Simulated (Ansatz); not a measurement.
Consider vertical spin-state energies of BFH4Si2, SMILES FB1[SiH2][SiH2]1 (the Python package of Ansatz (0.2.0)).

Input file `bfh4si2.xyz`:
```text
8

F     1.94700   -0.69580    1.76090
B     0.86320   -0.30480    0.79980
Si   -0.22610    1.11770   -0.17960
Si   -0.47710   -0.87120   -0.51520
H     0.65140    1.82520   -1.15240
H    -1.09680    1.83320    0.75720
H     0.08230   -1.48070   -1.70460
H    -1.65180   -1.48070    0.17820
```

`spin.py`
```python
# -*- coding: utf-8 -*-
"""Gap between spin states of BFH4Si2 at one geometry."""

import logging
import sys

import ansatz as az

logging.basicConfig(stream=sys.stdout, format="[%(levelname)s] %(message)s")
log = logging.getLogger("run")
log.setLevel(logging.INFO)


def main():
    mol = az.Crystal.molecule_from_extxyz("bfh4si2.xyz")

    setup = mol.calculation().basis(gaussian="pcseg-2").functional("HF")
    found = {}
    for unpaired in [0, 2, 4]:
        data = setup.spin("collinear", total=unpaired).run(threads=1).report
        s = unpaired / 2
        found[unpaired] = data["free_energy_ev"]
        log.info(f"2S+1 = {unpaired + 1}: E = {found[unpaired]:.5f} eV, <S^2> = {abs(data['mean_field']['state']['spin_squared']):.3f} (pure state {s * (s + 1):.2f})")
    lowest = min(found, key=found.get)
    for unpaired, e in found.items():
        log.info(f"multiplicity {unpaired + 1}: {23.060548 * (e - found[lowest]):.1f} kcal/mol above the lowest")


if __name__ == "__main__":
    main()
```

Which spin state is lowest at this geometry, and how far above lie the others?

In order: multiplicity 1 (+0.00 eV), multiplicity 3 (+0.69 eV) and multiplicity 5 (+5.89 eV), all at the one geometry.

The run itself:

Running `python spin.py` prints:
```text
[INFO] 2S+1 = 1: E = -19164.24994 eV, <S^2> = 0.000 (pure state 0.00)
[INFO] 2S+1 = 3: E = -19163.55858 eV, <S^2> = 2.037 (pure state 2.00)
[INFO] 2S+1 = 5: E = -19158.35596 eV, <S^2> = 6.021 (pure state 6.00)
[INFO] multiplicity 1: 0.0 kcal/mol above the lowest
[INFO] multiplicity 3: 15.9 kcal/mol above the lowest
[INFO] multiplicity 5: 135.9 kcal/mol above the lowest
```

Notes:
- Total energies depend on the basis set; only differences at equal settings carry meaning.
- The geometry is a force-field or estimated start, not a minimum of this method, and the basis set is short of its limit. All parts are taken at fixed geometry, without zero-point energy.
- Hartree-Fock leaves correlation out, so it favours high-spin states too much.
- Run time: 88 s on 1 thread of Intel(R) Xeon(R) Processor @ 2.70GHz, with other jobs on the host, peak memory 0.69 GiB.

(A comment or docstring line of the script was reworded after the run, the code is as it ran; lines on the test bed's own set-up are left out of the output.)
